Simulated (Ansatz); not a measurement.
# CH₄Ga₂: basis-set convergence

An exercise on one series of results from a longer session: the logs are not shown, and one member is left open.

The runs use Ansatz 0.2.0, Gaussian basis; one geometry, several basis sets.

Levels to be run: PBE0-D4/def2-SVP; ωB97M-V/def2-SVP; PBE0-D4/def2-QZVPP; ωB97M-V/def2-QZVPP; the functionals' def2-TZVPP values are taken from earlier runs.

## Structure used throughout

The geometry comes from an earlier relaxation with PBE0-D4 in a triple-zeta def2 set; it is a stationary point, not always the lowest conformer.

SMILES `[CH2]1[GaH][GaH]1`, 7 atoms, charge 0, spin multiplicity 1.

Atoms are counted from 1 here; the program's logs count them from 0.

Bond lengths: C1–Ga2 2.080 Å, C1–Ga3 1.943 Å, C1–H4 1.090 Å, C1–H5 1.109 Å, Ga2–Ga3 2.384 Å, Ga2–H6 1.574 Å, Ga3–H7 1.560 Å. Angles: Ga2–C1–Ga3 72.6°, Ga2–C1–H4 141.0°, Ga2–C1–H5 85.4°, Ga3–C1–H4 129.6°, Ga3–C1–H5 111.5°, H4–C1–H5 108.1°, C1–Ga2–Ga3 51.0°, C1–Ga2–H6 126.2°, Ga3–Ga2–H6 176.0°, C1–Ga3–Ga2 56.4°, C1–Ga3–H7 138.5°, Ga2–Ga3–H7 149.7°.

Coordinates:

```xyz
7
charge 0, multiplicity 1
C    -0.5471   -0.1785   -0.5995
Ga    0.2897    1.1513    0.7629
Ga    0.8738   -1.1194    0.3333
H    -0.8526   -0.2404   -1.6441
H    -1.4618   -0.1038    0.0240
H    -0.2012    2.6188    1.0525
H     1.9605   -2.1959    0.0253
```

Set-up of the first run:

File in.yaml:

```yaml
crystal:
  periodic: [false, false, false]
  atoms:
    - {symbol: C, position_ang: [-0.547072, -0.178495, -0.599455]}
    - {symbol: Ga, position_ang: [0.289704, 1.151343, 0.762914]}
    - {symbol: Ga, position_ang: [0.873764, -1.119445, 0.333302]}
    - {symbol: H, position_ang: [-0.852647, -0.240448, -1.644076]}
    - {symbol: H, position_ang: [-1.461779, -0.103847, 0.023969]}
    - {symbol: H, position_ang: [-0.201217, 2.618781, 1.052463]}
    - {symbol: H, position_ang: [1.960548, -2.195889, 0.025284]}
basis:
  gaussian: {orbitals: def2-SVP}
hamiltonian: {xc: pbe0, dispersion: d4}
output: {orbitals: {seedname: orbitals}}
```

Started as:

```
> ansatz run in.yaml --threads 2 --pin off --events-out ev --progress --plain --max-ram 4352MiB
```

Steps of the session up to this table: PBE0-D4 in def2-SVP; ωB97M-V in def2-SVP; PBE0-D4 in def2-QZVPP; ωB97M-V in def2-QZVPP.

One table of the session follows, with a row left open; its other results are not shown here.

It belongs to the step «Functionals by basis». 

| functional | basis | HOMO (eV) | LUMO (eV) |
| --- | --- | --- | --- |
| PBE0-D4 | def2-SVP | -5.74 | -2.16 |
| PBE0-D4 | def2-TZVPP | -5.76 | -2.18 |
| PBE0-D4 | def2-QZVPP | ? | ? |
| ωB97M-V | def2-SVP | -7.65 | -0.36 |
| ωB97M-V | def2-TZVPP | -7.69 | -0.42 |
| ωB97M-V | def2-QZVPP | -7.70 | -0.51 |

**Question.** Estimate the row for PBE0-D4, def2-QZVPP.

As computed: HOMO (eV): -5.77; LUMO (eV): -2.20. In the column «HOMO (eV)» it lies between ωB97M-V, def2-SVP (-7.65) and PBE0-D4, def2-TZVPP (-5.76).
